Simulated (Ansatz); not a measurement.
# SiCl2 + H2O: a complex and its separated parts, part 2 of 2

Ansatz 0.2.0, Gaussian basis.

### 14 wB97X-V/def2-TZVPP

The inputs:

parta/in.yaml

```yaml
crystal:
  periodic: [false, false, false]
  atoms:
    - {symbol: Si, position_ang: [0.182074, -1.285494, -0.002534]}
    - {symbol: Cl, position_ang: [1.443442, -0.416430, -1.405852]}
    - {symbol: Cl, position_ang: [-1.683208, -0.860603, -0.812359]}
basis:
  gaussian: {orbitals: def2-TZVPP}
hamiltonian: {xc: {name: wB97X-V}}
```

partb/in.yaml

```yaml
crystal:
  periodic: [false, false, false]
  atoms:
    - {symbol: H, position_ang: [-0.765280, 0.897224, 0.763506]}
    - {symbol: O, position_ang: [0.106492, 0.557679, 0.976851]}
    - {symbol: H, position_ang: [0.716482, 1.107524, 0.480490]}
basis:
  gaussian: {orbitals: def2-TZVPP}
hamiltonian: {xc: {name: wB97X-V}}
```

One command serves all of them, each in its own folder.

On the command line:

```sh
> ansatz run in.yaml --threads 2 --pin off --events-out ev --progress --plain --max-ram 4352MiB
```

Log of parta (excerpt; [...] marks lines left out):

```text
Functional definition: wB97X-V
  name "wB97X-V"
  cite "Mardirossian & Head-Gordon, Phys. Chem. Chem. Phys. 16, 9904 (2014) doi:10.1039/C3CP54374A"
  cite "Becke, J. Chem. Phys. 107, 8554 (1997) doi:10.1063/1.475007"
  cite "Vydrov & Van Voorhis, J. Chem. Phys. 133, 244103 (2010) doi:10.1063/1.3521275"
[...]
      + integral(e_c_pw_opposite_spin*poly(b97_u_opposite, cos0, cos1)) + vv10(b, c)
911 factors; their error is unknown
132 factors; integrals over basis functions are off by at most 5.4e-5 eV
[...]
mean field -32920.55321417 eV, -1209.8080162682 hartree, gradient 1.2e-5 eV, S^2 0.000000; 0 other end points of the search recorded, 0 dependent functions left out
reference -32920.55321274 eV, -1209.8080162159 hartree; 24, 24 occupied and 102, 102 virtual orbitals, 911 factors
Total energy: -32920.55321274 eV, -1209.8080162159 hartree
```

partb printed (excerpt; [...] marks lines left out):

```text
[... 5 set-up lines as earlier in the session ...]
[...]
      + integral(e_c_pw_opposite_spin*poly(b97_u_opposite, cos0, cos1)) + vv10(b, c)
269 factors; their error is unknown
69 factors; integrals over basis functions are off by at most 2.2e-5 eV
[...]
mean field -2079.88767152 eV, -76.4344621298 hartree, gradient 2.2e-5 eV, S^2 0.000000; 0 other end points of the search recorded, 0 dependent functions left out
reference -2079.88767062 eV, -76.4344620969 hartree; 5, 5 occupied and 54, 54 virtual orbitals, 269 factors
Total energy: -2079.88767062 eV, -76.4344620969 hartree
```

Times: 2.8 s (parta), 0.5 s (partb) on 2 threads of Arm Neoverse V2, shared host.

### 15 wB97M-V/def2-TZVPP

Each input of step 14 (parta, partb) changes in the same lines:

```diff
-hamiltonian: {xc: {name: wB97X-V}}
+hamiltonian: {xc: {name: wB97M-V}}
```

One command serves all of them, each in its own folder.

On the command line:

```sh
> ansatz run in.yaml --threads 2 --pin off --events-out ev --progress --plain --max-ram 4352MiB
```

Log of parta (excerpt; [...] marks lines left out):

```text
Functional definition: wB97M-V
  name "wB97M-V"
  cite "Mardirossian & Head-Gordon, J. Chem. Phys. 144, 214110 (2016) doi:10.1063/1.4952647"
[... 2 set-up lines as earlier in the session ...]
  # Of w^i u^j: cxij and so on, Table III.
[...]
  gx(w, u) = 1 - cx + cx01*u + cx10*w
[...]
      + integral(e_c_pw_mod_opposite_spin*gos(b97_w_opposite, b97_u_opposite)) + vv10(b, c)
911 factors; their error is unknown
132 factors; integrals over basis functions are off by at most 5.4e-5 eV
[...]
mean field -32924.17895099 eV, -1209.9412596389 hartree, gradient 6.1e-5 eV, S^2 0.000000; 0 other end points of the search recorded, 0 dependent functions left out
reference -32924.17898541 eV, -1209.9412609038 hartree; 24, 24 occupied and 102, 102 virtual orbitals, 911 factors
Total energy: -32924.17898541 eV, -1209.9412609038 hartree
```

Output in partb (excerpt; [...] marks lines left out):

```text
[... 5 set-up lines as earlier in the session ...]
  # Of w^i u^j: cxij and so on, Table III.
[...]
  gx(w, u) = 1 - cx + cx01*u + cx10*w
[...]
      + integral(e_c_pw_mod_opposite_spin*gos(b97_w_opposite, b97_u_opposite)) + vv10(b, c)
269 factors; their error is unknown
69 factors; integrals over basis functions are off by at most 2.2e-5 eV
[...]
mean field -2079.85938137 eV, -76.4334224861 hartree, gradient 2.9e-5 eV, S^2 0.000000; 0 other end points of the search recorded, 0 dependent functions left out
reference -2079.85940338 eV, -76.4334232950 hartree; 5, 5 occupied and 54, 54 virtual orbitals, 269 factors
Total energy: -2079.85940338 eV, -76.4334232950 hartree
```

They took 3.3 s (parta), 0.55 s (partb) on 2 threads of Arm Neoverse V2, shared host.

### 16 B2PLYP/def2-TZVPP

Each input of step 15 (parta, partb) changes in the same lines:

```diff
-hamiltonian: {xc: {name: wB97M-V}}
+hamiltonian: {xc: {name: B2PLYP}}
```

One command serves all of them, each in its own folder.

On the command line:

```sh
> ansatz run in.yaml --threads 2 --pin off --events-out ev --progress --plain --max-ram 4352MiB
```

parta printed (excerpt; [...] marks lines left out):

```text
Functional definition: B2PLYP
  name "B2PLYP"
  cite "Grimme, J. Chem. Phys. 124, 034108 (2006) doi:10.1063/1.2148954"
[... 2 set-up lines as earlier in the session ...]
[...]
751 factors; integrals over basis functions are off by at most 8.2e-4 eV
[...]
mean field -32911.14051774 eV, -1209.4621060548 hartree, gradient 9.3e-6 eV, S^2 0.000000; 0 other end points of the search recorded, 0 dependent functions left out
15 core orbitals not correlated: weight in the atoms' cores, before any rotation towards them, 1.000 or more for the frozen orbitals, at most 0.000 for the correlated occupied ones
reference -32911.14065651 eV, -1209.4621111546 hartree; 9, 9 occupied and 102, 102 virtual orbitals, 751 factors
second order -15.84356855 eV of doubles, -0.00000000 eV of singles
Total energy: -32915.41842002 eV, -1209.6193160639 hartree
```

Output in partb (excerpt; [...] marks lines left out):

```text
[... 5 set-up lines as earlier in the session ...]
[...]
361 factors; integrals over basis functions are off by at most 7.6e-4 eV
[...]
mean field -2077.03828047 eV, -76.3297489400 hartree, gradient 8.4e-7 eV, S^2 0.000000; 0 other end points of the search recorded, 0 dependent functions left out
1 core orbitals not correlated: weight in the atoms' cores, before any rotation towards them, 1.000 or more for the frozen orbitals, at most 0.000 for the correlated occupied ones
reference -2077.03836549 eV, -76.3297520646 hartree; 4, 4 occupied and 54, 54 virtual orbitals, 361 factors
second order -8.41871729 eV of doubles, -0.00000000 eV of singles
Total energy: -2079.31141916 eV, -76.4132852462 hartree
```

Times: 1.8 s (parta), 0.3 s (partb) on 2 threads of Arm Neoverse V2, shared host.

### 17 PBE-QIDH/def2-TZVPP

Each input of step 16 (parta, partb) changes in the same lines:

```diff
-hamiltonian: {xc: {name: B2PLYP}}
+hamiltonian: {xc: {name: PBE-QIDH}}
```

One command serves all of them, each in its own folder.

On the command line:

```sh
> ansatz run in.yaml --threads 2 --pin off --events-out ev --progress --plain --max-ram 4352MiB
```

Log of parta (excerpt; [...] marks lines left out):

```text
Functional definition: PBE-QIDH
  name "PBE-QIDH"
  cite "Brémond, Sancho-García, Pérez-Jiménez & Adamo, J. Chem. Phys. 141, 031101 (2014) doi:10.1063/1.4890314"
[... 1 set-up line as earlier in the session ...]
[...]
751 factors; integrals over basis functions are off by at most 8.2e-4 eV
[...]
mean field -32902.27662587 eV, -1209.1363640366 hartree, gradient 2.6e-6 eV, S^2 0.000000; 0 other end points of the search recorded, 0 dependent functions left out
15 core orbitals not correlated: weight in the atoms' cores, before any rotation towards them, 1.000 or more for the frozen orbitals, at most 0.000 for the correlated occupied ones
reference -32902.27663524 eV, -1209.1363643809 hartree; 9, 9 occupied and 102, 102 virtual orbitals, 751 factors
second order -14.64071481 eV of doubles, -0.00000000 eV of singles
Total energy: -32907.15687351 eV, -1209.3157098294 hartree
```

partb printed (excerpt; [...] marks lines left out):

```text
[... 4 set-up lines as earlier in the session ...]
[...]
361 factors; integrals over basis functions are off by at most 7.6e-4 eV
[...]
mean field -2075.58435429 eV, -76.2763181385 hartree, gradient 2.2e-6 eV, S^2 0.000000; 0 other end points of the search recorded, 0 dependent functions left out
1 core orbitals not correlated: weight in the atoms' cores, before any rotation towards them, 1.000 or more for the frozen orbitals, at most 0.000 for the correlated occupied ones
reference -2075.58435978 eV, -76.2763183403 hartree; 4, 4 occupied and 54, 54 virtual orbitals, 361 factors
second order -7.85898526 eV of doubles, -0.00000000 eV of singles
Total energy: -2078.20402154 eV, -76.3725891341 hartree
```

Times: 1.7 s (parta), 0.25 s (partb) on 2 threads of Arm Neoverse V2, shared host.

### 18 RPA on PBE/def2-TZVPP

Each input of step 17 (parta, partb) changes in the same lines:

```diff
-hamiltonian: {xc: {name: PBE-QIDH}}
+hamiltonian: {xc: pbe}
+correlation: {method: rpa}
```

Each run has its own folder and the same command.

On the command line:

```sh
> ansatz run in.yaml --threads 2 --pin off --events-out ev --progress --plain --max-ram 4352MiB
```

parta printed (excerpt; [...] marks lines left out):

```text
[... 4 set-up lines as earlier in the session ...]
[...]
751 factors; integrals over basis functions are off by at most 8.2e-4 eV
[...]
mean field -32911.55247560 eV, -1209.4772452269 hartree, gradient 6.5e-6 eV, S^2 0.000000; 0 other end points of the search recorded, 0 dependent functions left out
15 core orbitals not correlated: weight in the atoms' cores, before any rotation towards them, 1.000 or more for the frozen orbitals, at most 0.000 for the correlated occupied ones
reference -32871.24328850 eV, -1207.9959099233 hartree; 9, 9 occupied and 102, 102 virtual orbitals, 751 factors
Total energy: -32892.80422041 eV, -1208.7882595565 hartree
```

Output in partb (excerpt; [...] marks lines left out):

```text
[... 4 set-up lines as earlier in the session ...]
[...]
361 factors; integrals over basis functions are off by at most 7.6e-4 eV
[...]
mean field -2078.40755181 eV, -76.3800687336 hartree, gradient 2.1e-6 eV, S^2 0.000000; 0 other end points of the search recorded, 0 dependent functions left out
1 core orbitals not correlated: weight in the atoms' cores, before any rotation towards them, 1.000 or more for the frozen orbitals, at most 0.000 for the correlated occupied ones
reference -2069.53696763 eV, -76.0540807780 hartree; 4, 4 occupied and 54, 54 virtual orbitals, 361 factors
Total energy: -2080.48259834 eV, -76.4563252871 hartree
```

Wall times: 1.4 s (parta), 0.3 s (partb) on 2 threads of Arm Neoverse V2, shared host.

### 19 CCSD(T)/def2-TZVPP

Each input of step 18 (parta, partb) changes in the same lines:

```diff
-hamiltonian: {xc: pbe}
-correlation: {method: rpa}
+correlation: {method: ccsd_t}
```

The same command starts each run, in its folder.

On the command line:

```sh
> ansatz run in.yaml --threads 2 --pin off --events-out ev --progress --plain --max-ram 4352MiB
```

Log of parta (excerpt; [...] marks lines left out):

```text
Functional definition: HF
  name "HF"
  cite "Fock, Z. Phys. 61, 126 (1930) doi:10.1007/BF01340294"
[... 1 set-up line as earlier in the session ...]
[...]
751 factors; integrals over basis functions are off by at most 8.2e-4 eV
[...]
mean field -32872.31387998 eV, -1208.0352534347 hartree, gradient 9.6e-6 eV, S^2 0.000000; 0 other end points of the search recorded, 0 dependent functions left out; unrestricted orbitals would lower it
[...]
reference -32872.31387998 eV, -1208.0352534347 hartree; 9, 9 occupied and 102, 102 virtual orbitals, 751 factors
second order -12.86262254 eV of doubles, -0.00000000 eV of singles
cycle   1  -13.55239907 eV  change   -6.9e-1 eV  update   8.4e-2
[...]
cycle   9  -13.94076945 eV  change    7.4e-7 eV  update   1.6e-5
perturbative correction -0.65287168 eV, -0.0239925917 hartree
Total energy: -32886.90752111 eV, -1208.5715598542 hartree
```

partb printed (excerpt; [...] marks lines left out):

```text
[... 4 set-up lines as earlier in the session ...]
[...]
361 factors; integrals over basis functions are off by at most 7.6e-4 eV
[...]
mean field -2069.76241276 eV, -76.0623657334 hartree, gradient 3.6e-6 eV, S^2 0.000000; 0 other end points of the search recorded, 0 dependent functions left out
1 core orbitals not correlated: weight in the atoms' cores, before any rotation towards them, 1.000 or more for the frozen orbitals, at most 0.000 for the correlated occupied ones
reference -2069.76241276 eV, -76.0623657334 hartree; 4, 4 occupied and 54, 54 virtual orbitals, 361 factors
second order -7.10556148 eV of doubles, -0.00000000 eV of singles
cycle   1  -7.11162416 eV  change   -6.1e-3 eV  update   4.1e-2
[...]
cycle   8  -7.26607934 eV  change    3.4e-6 eV  update   7.2e-6
perturbative correction -0.20740269 eV, -0.0076219082 hartree
Total energy: -2077.23589478 eV, -76.3370111322 hartree
```

Wall times: 2.5 s (parta), 0.25 s (partb) on 2 threads of Arm Neoverse V2, shared host.

### 20 Vibrations of SiCl2

The input, vib-parta/in.yaml:

```yaml
crystal:
  periodic: [false, false, false]
  atoms:
    - {symbol: Si, position_ang: [0.182074, -1.285494, -0.002534]}
    - {symbol: Cl, position_ang: [1.443442, -0.416430, -1.405852]}
    - {symbol: Cl, position_ang: [-1.683208, -0.860603, -0.812359]}
basis:
  gaussian: {orbitals: def2-TZVP}
hamiltonian: {xc: pbe0, dispersion: d4}
phonons: {temperatures: {t_min: 298.15, t_max: 900, t_step: 200}}
```

On the command line:

```sh
> ansatz run in.yaml --threads 2 --pin off --events-out ev --progress --plain --max-ram 4352MiB
```

What it wrote (excerpt; [...] marks lines left out):

```text
[... 5 set-up lines as earlier in the session ...]
[...]
804 factors; their error is unknown
[...]
mean field -32914.13280023 eV, -1209.5720704078 hartree, gradient 1.2e-5 eV, S^2 0.000000; 0 other end points of the search recorded, 0 dependent functions left out
[...]
Total energy: -32914.21486089 eV, -1209.5750860817 hartree
Atom 0 at     0.182074    -1.285494    -0.002534 Å, force    -0.000011     0.000023    -0.000039 eV/Å
Atom 1 at     1.443442    -0.416430    -1.405852 Å, force    -0.000112    -0.000028     0.000041 eV/Å
Atom 2 at    -1.683208    -0.860603    -0.812359 Å, force     0.000122     0.000005    -0.000003 eV/Å
Dipole moment:     0.041463    -0.088840     0.151949 e Å
Vibrations: 197.78 514.65 520.18 cm⁻¹, zero-point energy 0.076412 eV
```

Wall time 6.5 s (2 threads of Arm Neoverse V2, shared host).

Wavenumbers and character of the modes:

| mode | wavenumber (cm⁻¹) | character |
| --- | --- | --- |
| 1 | 198 | bend |
| 2 | 515 | Si–Cl stretch |
| 3 | 520 | Si–Cl stretch |

Vibrational sums (real modes only):

| T (K) | entropy (J/mol/K) | heat capacity (J/mol/K) |
| --- | --- | --- |
| 298 | 14.2 | 17.8 |
| 498 | 24.5 | 21.9 |
| 698 | 32.2 | 23.3 |
| 898 | 38.1 | 24.0 |

### 21 Vibrations of H2O

The input, vib-partb/in.yaml:

```yaml
crystal:
  periodic: [false, false, false]
  atoms:
    - {symbol: H, position_ang: [-0.765280, 0.897224, 0.763506]}
    - {symbol: O, position_ang: [0.106492, 0.557679, 0.976851]}
    - {symbol: H, position_ang: [0.716482, 1.107524, 0.480490]}
basis:
  gaussian: {orbitals: def2-TZVP}
hamiltonian: {xc: pbe0, dispersion: d4}
phonons: {temperatures: {t_min: 298.15, t_max: 900, t_step: 200}}
```

On the command line:

```sh
> ansatz run in.yaml --threads 2 --pin off --events-out ev --progress --plain --max-ram 4352MiB
```

What it wrote (excerpt; [...] marks lines left out):

```text
[... 5 set-up lines as earlier in the session ...]
[...]
239 factors; their error is unknown
[...]
mean field -2078.33307682 eV, -76.3773318282 hartree, gradient 1.2e-5 eV, S^2 0.000000; 0 other end points of the search recorded, 0 dependent functions left out
[...]
Total energy: -2078.33734664 eV, -76.3774887412 hartree
Atom 0 at    -0.765280     0.897224     0.763506 Å, force     0.000077     0.000054    -0.000050 eV/Å
Atom 1 at     0.106492     0.557679     0.976851 Å, force     0.000024    -0.000082     0.000066 eV/Å
Atom 2 at     0.716482     1.107524     0.480490 Å, force    -0.000101     0.000028    -0.000016 eV/Å
Dipole moment:    -0.096526     0.327945    -0.261690 e Å
Vibrations: 1622.87 3851.60 3959.34 cm⁻¹, zero-point energy 0.584821 eV
```

Wall time 0.75 s (2 threads of Arm Neoverse V2, shared host).

Wavenumbers and character of the modes:

| mode | wavenumber (cm⁻¹) | character |
| --- | --- | --- |
| 1 | 1623 | bend |
| 2 | 3852 | O–H stretch |
| 3 | 3959 | O–H stretch |

Vibrational sums (real modes only):

| T (K) | entropy (J/mol/K) | heat capacity (J/mol/K) |
| --- | --- | --- |
| 298 | 0.0 | 0.2 |
| 498 | 0.4 | 1.7 |
| 698 | 1.4 | 3.9 |
| 898 | 2.6 | 6.1 |

### 22 Complex less separated parts

The complex's own energies come from single points at the same levels.

Rows are in def2-TZVPP; times add the 3 runs of a level on a shared host, so small differences are noise.

Differences are taken before rounding.

| method | rung | complex less parts (kJ/mol) | from CCSD(T) (kJ/mol) | time |
| --- | --- | --- | --- | --- |
| SPW92 | LDA | -89.0 | -42.0 | 1.6 s |
| PBE-D4 | GGA | -61.1 | -14.1 | 2.6 s |
| BLYP-D4 | GGA | -51.5 | -4.5 | 2.7 s |
| r2SCAN-D4 | meta-GGA | -60.8 | -13.8 | 6 s |
| B97M-V | meta-GGA | -56.3 | -9.3 | 11 s |
| PBE0-D4 | hybrid | -61.2 | -14.2 | 3.9 s |
| B3LYP-D4 | hybrid | -53.3 | -6.2 | 3.6 s |
| r2SCAN0-D4 | hybrid | -61.4 | -14.4 | 7.2 s |
| BHLYP-D4 | hybrid | -55.1 | -8.1 | 3.6 s |
| CAM-B3LYP-D4 | range-separated hybrid | -57.6 | -10.6 | 4.1 s |
| wB97X-V | range-separated hybrid | -58.9 | -11.9 | 10 s |
| wB97M-V | range-separated hybrid | -60.2 | -13.2 | 11 s |
| B2PLYP | double hybrid | -46.4 | +0.6 | 6.2 s |
| PBE-QIDH | double hybrid | -57.0 | -10.0 | 6 s |
| RPA on PBE | RPA | -38.4 | +8.6 | 5.2 s |
| Hartree-Fock | wavefunction | -28.7 | +18.3 |  |
| MP2 | wavefunction | -52.7 | -5.7 |  |
| CCSD | wavefunction | -43.8 | +3.2 |  |
| CCSD(T) | wavefunction | -47.0 | 0 | 41 s |

Among the levels timed on like hardware and quicker than the yardstick, those that no quicker one beats, quickest first: SPW92 (1.6 s, -42.0 kJ/mol); PBE-D4 (2.6 s, -14.1 kJ/mol); BLYP-D4 (2.7 s, -4.5 kJ/mol); B2PLYP (6.2 s, +0.6 kJ/mol).

For cost: B2PLYP gets within 0.6 kJ/mol in 6.2 s, where CCSD(T) took 41 s; the quickest level in the cost chart, SPW92, takes 1.6 s and misses by 42.0 kJ/mol.

The complex's zero-point energy, from a separate PBE0-D4 run, is 0.763 eV.

### 23 Results

The summary covers parts 1 to 2.

| quantity | value |
| --- | --- |
| complex less parts, CCSD(T)/def2-TZVPP | -47.0 kJ/mol |
| with zero-point energy | -37.2 kJ/mol |
| largest T1 diagnostic | 0.013 |

**Reading.** At CCSD(T) the complex lies 47.0 kJ/mol below its parts. The functionals run from B2PLYP, off by +0.6 kJ/mol, to SPW92, off by -42.0 kJ/mol, against CCSD(T). Mean unsigned error by rung: LDA 42.0, GGA 9.3, meta-GGA 11.6, hybrid 10.7, range-separated hybrid 11.9, double hybrid 5.3 kJ/mol. PBE-D4 gives a relative energy 14.1 kJ/mol too low, outside chemical accuracy (1 kcal/mol, 4.2 kJ/mol). No counterpoise was applied, and triple zeta lacks some correlation, so the CCSD(T) reference has a basis error of its own, and close matches with it are partly luck. The restricted Hartree–Fock reference is unstable towards an unrestricted one at one or more of these structures.
